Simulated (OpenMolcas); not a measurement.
**W⁴⁺ among point charges: CASSCF and CASPT2 levels and susceptibility**

How does a field of 6 point charges split the states of W⁴⁺, and what χT follows?

Method: state-averaged CASSCF and CASPT2, spin-orbit coupling by RASSI with atomic mean-field integrals. Code: OpenMolcas 26.06.

**1. The atom as given**

```
Species                           : W⁴⁺ (tungsten, Z = 74, 70 electrons)
Basis                             : ANO-RCC-VTZP [8s7p5d3f2g1h], 104 functions
Scalar Hamiltonian                : DKH2, point nucleus
Inactive shells                   : 1s 2s 2p 3s 3p 3d 4s 4p 4d 4f 5s 5p
Active space                      : 2 electrons in 5 orbitals (5d)
Some configurations of this space : 5d2
Orbitals                          : optimised for each spin and parity, averaged over all roots
```

Outer shells as boxes (Hund's rule):

5d2
```
5d [↑ ][↑ ][  ][  ][  ]
```

The ion sits among 6 point charges of -0.8 e arranged as an octahedron (Oh), 2.09 Å from the ion.

Each step is its own input file, run in one work folder so that later steps find the files of earlier ones. Labels, J, g values, rates, χT and fits are worked out afterwards by a script from the matrices that RASSI stores. The input lists half of the charges; inversion (Group=XYZ) makes the rest.

**2. GATEWAY and SEWARD: basis and integrals**

a.inp reads:

```
&GATEWAY
Coord
1

W 0.0 0.0 0.0
Basis=ANO-RCC-VTZP
Group=XYZ
NoMove
AngMom=0.0 0.0 0.0
AMFI
XField
3 Angstrom 0
2.090000 0.000000 0.000000 -0.800000
0.000000 2.090000 0.000000 -0.800000
0.000000 0.000000 2.090000 -0.800000
&SEWARD
```

Run with:

```
$ OMP_NUM_THREADS=1 MOLCAS_MEM=1689 MOLCAS_PROJECT=a pymolcas a.inp > a.log
```

Standard output:

```text
Basis set label: W.ANO-RCC...8S7P5D3F2G1H.

      Electronic valence basis set:
      ------------------
      Associated Effective Charge  74.000000 au
      Associated Actual Charge     74.000000 au
      Nuclear Model: Point charge

      Shell  nPrim  nBasis  Cartesian Spherical Contaminant
         s      24       8        X
         p      21       7        X
         d      15       5                 X
         f      11       3                 X
         g       4       2                 X
         h       2       1                 X
                  Relativistic Douglas-Kroll-Hess integrals:
                    - DKH order of Hamiltonian: 2
                    - DKH order of Properties : 0
                  Atomic mean-field integrals
```

**3. Reference wave functions, triplets of even parity, 10 roots**

a.inp reads:

```
&RASSCF
FileOrb=start.orb
Symmetry=1
Spin=3
nActEl=2 0 0
Inactive=15 19
Ras2=5 0
CIRoot=10 10 1
SDav=10
CIMx=300
Iter=120 100
PrWF=0.3
OrbListing=Nothing
MaxOrb=0
>>> COPY $Project.JobIph JOB001
```

start.orb holds the contracted functions of the basis, ordered by shell, or the orbitals of the step before.

Standard output (excerpt; [...] marks lines left out):

```text
[...]
      Number of active orbitals                  5
[...]
      Spin quantum number                      1.0
[...]
      Active orbitals                            5   0
[...]
      Number of CSFs                            10
      Number of root(s) required                10
[...]
      Convergence after  9 iterations
[...]
      Natural orbitals and occupation numbers for root  1
      sym 1:   0.901982  -0.000000   0.098018   0.901982   0.098018
      Natural orbitals and occupation numbers for root  2
      sym 1:   0.058730   0.941270   0.058730   0.941270  -0.000000
      Natural orbitals and occupation numbers for root  3
      sym 1:   0.946105   0.053895   0.000000   0.053895   0.946105
::    RASSCF root number  1 Total energy: -16129.19888239
::    RASSCF root number  2 Total energy: -16129.19888239
::    RASSCF root number  3 Total energy: -16129.19888239
[...]
::    RASSCF root number  7 Total energy: -16129.15681313
::    RASSCF root number  8 Total energy: -16129.12808925
::    RASSCF root number  9 Total energy: -16129.12808925
::    RASSCF root number 10 Total energy: -16129.12808925
```

**4. Reference wave functions, singlets of even parity, 15 roots**

a.inp reads:

```
&RASSCF
FileOrb=start.orb
Symmetry=1
Spin=1
nActEl=2 0 0
Inactive=15 19
Ras2=5 0
CIRoot=15 15 1
SDav=15
CIMx=300
Iter=120 100
PrWF=0.3
OrbListing=Nothing
MaxOrb=0
>>> COPY $Project.JobIph JOB002
```

Standard output (excerpt; [...] marks lines left out):

```text
[...]
      Number of active orbitals                  5
[...]
      Spin quantum number                      0.0
[...]
      Active orbitals                            5   0
[...]
      Number of CSFs                            15
      Number of root(s) required                15
[...]
      Convergence after  7 iterations
[...]
      Natural orbitals and occupation numbers for root  1
      sym 1:   0.191683   0.808407   0.000000   0.807974   0.191936
      Natural orbitals and occupation numbers for root  2
      sym 1:   0.171548   0.815768   0.180709   0.000004   0.831971
      Natural orbitals and occupation numbers for root  3
      sym 1:   0.828889   0.179011   0.000002   0.173304   0.818794
::    RASSCF root number  1 Total energy: -16129.14576409
::    RASSCF root number  2 Total energy: -16129.14576409
::    RASSCF root number  3 Total energy: -16129.14576409
[...]
::    RASSCF root number 12 Total energy: -16129.10594797
::    RASSCF root number 13 Total energy: -16129.09365061
::    RASSCF root number 14 Total energy: -16129.09365061
::    RASSCF root number 15 Total energy: -16128.99446817
```

**5. RASSI: spin-orbit coupling between the states**

a.inp reads:

```
&RASSI
NrOfJobIphs=2 10 15
1 2 3 4 5 6 7 8 9 10
1 2 3 4 5 6 7 8 9 10 11 12 13 14 15
IphNames
JOB001
JOB002
EJob
SpinOrbit
DIPRint=1.0
SOCoupling=1000.0
Subsets=2
Property=9
'ANGMOM' 1 'ANGMOM' 2 'ANGMOM' 3 'MLTPL  1' 1 'MLTPL  1' 2 'MLTPL  1' 3
'AMFI' 1 'AMFI' 2 'AMFI' 3
SOProperty=3
'ANGMOM' 1 'ANGMOM' 2 'ANGMOM' 3
```

Standard output (excerpt; [...] marks lines left out):

```text
SPIN-FREE ENERGIES:
  (Shifted by EMIN (a.u.) =     -16129.1988823932)
 SF State       Relative EMIN(au)   Rel lowest level(eV)    D:o, cm**(-1)      L_eff
     1             0.0000000000        0.0000000000              0.0000         3.0
     2             0.0000000000        0.0000000000              0.0000         3.0
     3             0.0000000000        0.0000000000              0.0000         3.0
     4             0.0192583149        0.5240454447           4226.7116         3.0
     5             0.0192583149        0.5240454447           4226.7116         3.0
     6             0.0192583149        0.5240454447           4226.7116         3.0
     7             0.0420692625        1.1447629522           9233.1359         3.0
    11             0.0531183064        1.4454227514          11658.1207         2.4
    12             0.0531183064        1.4454227514          11658.1207         2.4
    13             0.0531183064        1.4454227514          11658.1207         2.4
[...]
Eigenvalues of complex Hamiltonian:
   -----------------------------------
  (Shifted by EMIN (a.u.) =     -16129.1988823932)
 SO State       Relative EMIN(au)   Rel lowest level(eV)    D:o, cm**(-1)     J-value
     1            -0.0280651820        0.0000000001              0.0000         1.8
     2            -0.0280651820        0.0000000000              0.0000         1.5
     3            -0.0237455827        0.1175422847            948.0425         1.9
     4            -0.0237455827        0.1175422848            948.0425         1.3
     5            -0.0237455827        0.1175422850            948.0425         1.9
     6             0.0011467734        0.7948978015           6411.2831         2.3
     7             0.0011467734        0.7948978012           6411.2831         2.3
     8             0.0011467734        0.7948978015           6411.2831         2.8
     9             0.0087837310        1.0027100059           8087.4016         2.4
    10             0.0087837310        1.0027100062           8087.4016         2.4
    11             0.0087837310        1.0027100062           8087.4016         2.4
[...]
```

Time for these steps: 8.2 s (1 thread of Arm Neoverse V1, shared host).

States without spin-orbit coupling:

```
state  degeneracy  E (cm-1)  free-ion L (%)
  3T1           3         0          F (98)
  3T2           3      4227         F (100)
  3A2           1      9233         F (100)
  1T2           3     11658          D (85)
   1E           2     12138          D (69)
  3T1           3     15537          P (98)
  1T2           3     18681          G (85)
  1A1           1     20264          G (95)
  1T1           3     20397         G (100)
   1E           2     23096          G (69)
  1A1           1     44864          S (95)
```

With spin-orbit coupling:

```csv
E (cm-1),Degeneracy,Label,2S+1
0.0,2,E,3
948.0,3,T2,3
6411,3,T1,3
8087,3,T2,3
8824,1,A2,3
9889,1,A1,3
12507,3,T1,3
13174,2,E,3
16565,2,E,1
16700,3,T2,3
17099,3,T2,3
17108,1,A1,3
20191,3,T1,3
24659,3,T2,1
25053,2,E,3
27148,1,A1,1
27239,3,T2,1
27251,3,T1,1
31004,2,E,1
52721,1,A1,1
```

Powder χT (cm³ K/mol): 0.00 at 2 K, 0.00 at 5 K, 0.00 at 10 K, 0.01 at 20 K, 0.02 at 50 K, 0.03 at 100 K, 0.05 at 150 K, 0.07 at 200 K, 0.08 at 250 K, 0.10 at 300 K.

A ligand-field fit to the states below 45000 cm-1 gives 10Dq = 5034 cm-1, B = 802 cm-1 and C = 3279 cm-1 (C/B = 4.09), with a deviation of 57 cm-1.

**6. CASPT2: IPEA 0.25, imaginary shift 0.1 (closed shells correlated: 4f 5s 5p)**

a.inp reads:

```
>>> COPY JOB001 $Project.JobIph
&CASPT2
Multistate=10 1 2 3 4 5 6 7 8 9 10
NoMult
Frozen=14 9
IPEA=0.25
Imaginary=0.1
MaxIter=60
WThr=0.0 0.3 0.05
PrWF=0.5
NoMix
>>> COPY JOB002 $Project.JobIph
&CASPT2
Multistate=15 1 2 3 4 5 6 7 8 9 10 11 12 13 14 15
NoMult
Frozen=14 9
IPEA=0.25
Imaginary=0.1
MaxIter=60
WThr=0.0 0.3 0.05
PrWF=0.5
NoMix
```

Standard output (excerpt; [...] marks lines left out):

```text
[...]
      Active orbitals                            5   0
[...]
      E2 (Variational):          -1.0718317151
      Total energy:          -16130.2707141083
[...]
::    CASPT2 Root  1     Total energy: -16130.27071411
::    CASPT2 Root  2     Total energy: -16130.27021700
[...]
::    CASPT2 Root 12     Total energy: -16130.18646857
::    CASPT2 Root 13     Total energy: -16130.17559568
::    CASPT2 Root 14     Total energy: -16130.17554158
::    CASPT2 Root 15     Total energy: -16130.09564523
```

This run: 13 s of run time, 1 thread of Arm Neoverse V1, shared host.

SS-CASPT2: lowest energy less the reference's lowest, -1.0715 hartree; reference weights 0.902 to 0.915.

Spin-free states, with their symmetry labels:

```
state  degeneracy  E (cm-1)  free-ion L (%)
  3T1           3         0          F (98)
  3T2           3      3926         F (100)
  1T2           3      8800          D (85)
  3A2           1      9297         F (100)
   1E           2      9940          D (69)
  3T1           3     13722          P (98)
  1T2           3     16233          G (85)
  1A1           1     17412          G (95)
  1T1           3     18423         G (100)
   1E           2     20806          G (69)
  1A1           1     38347          S (95)
```

With spin-orbit coupling:

| E (cm-1) | Degeneracy | Label | 2S+1 |
| --- | --- | --- | --- |
| 0 | 2 | E | 3 |
| 840 | 3 | T2 | 3 |
| 6530 | 3 | T1 | 3 |
| 8030 | 3 | T2 | 3 |
| 8740 | 1 | A2 | 3 |
| 9870 | 1 | A1 | 3 |
| 12410 | 3 | T1 | 3 |
| 13000 | 2 | E | 3 |
| 14850 | 2 | E | 1 |
| 14930 | 3 | T2 | 1 |
| 15350 | 1 | A1 | 3 |
| 16560 | 3 | T2 | 3 |
| 18590 | 3 | T1 | 3 |
| 22910 | 3 | T2 | 3 |
| 23340 | 2 | E | 3 |
| 24630 | 1 | A1 | 1 |
| 25370 | 3 | T2 | 1 |
| 25580 | 3 | T1 | 1 |
| 29060 | 2 | E | 1 |
| 46670 | 1 | A1 | 1 |

Powder χT (cm³ K/mol): 0.00 at 2 K, 0.00 at 5 K, 0.00 at 10 K, 0.01 at 20 K, 0.02 at 50 K, 0.04 at 100 K, 0.06 at 150 K, 0.08 at 200 K, 0.10 at 250 K, 0.12 at 300 K.

A ligand-field fit to the states below 45000 cm-1 gives 10Dq = 5284 cm-1, B = 706 cm-1 and C = 2632 cm-1 (C/B = 3.73), with a deviation of 345 cm-1.

**7. The methods side by side**

A. CASSCF
B. SS-CASPT2, IPEA 0.25, imaginary shift 0.1 (closed shells correlated: 4f 5s 5p)

```
method  ground state  first state of that spin (cm-1)  first gap with spin-orbit (cm-1)  χT at 300 K
     A           3T1                         3T2 4227                             948.0         0.10
     B           3T1                         3T2 3926                             839.6         0.12
```

**8. Results**

| quantity | value |
| --- | --- |
| method | SS-CASPT2, IPEA 0.25, imaginary shift 0.1 (closed shells correlated: 4f 5s 5p) |
| spin-free ground state | 3T1, 3-fold in its orbital part |
| first state of the same spin within the active space | 3T2 at 3930 cm⁻¹ |
| lowest level | 2-fold E, g = 0.00, 0.00, 0.00 |
| next level | 839.6 cm⁻¹ |
| χT at 300 K | 0.12 cm³ K/mol |
| effective moment at 300 K | 0.97 μB |

Cost by method:

```
                                                 method  time of its own steps  time with the reference
                                              A. CASSCF                  8.2 s                    8.2 s
B. SS-CASPT2, IPEA 0.25, imaginary shift 0.1, +4f 5s 5p                   13 s                     22 s
```

Times are of one thread on a shared host.

What this shows: The spin-free ground state (3T1) comes to 98 % from free-ion F terms and keeps the highest spin of the shell. χT at 300 K is 0.12, against 1.00 cm³ K/mol for the spin alone, so spin-orbit coupling lowers it. A ligand-field fit to the states below 45000 cm-1 gives 10Dq = 5284 cm-1, B = 706 cm-1 and C = 2632 cm-1 (C/B = 3.73), with a deviation of 345 cm-1. CASPT2 does not keep the components of a term degenerate, and the means are used. The field of point charges can differ much from that of real complexes. This is an electrostatic model: the charges have no orbitals.
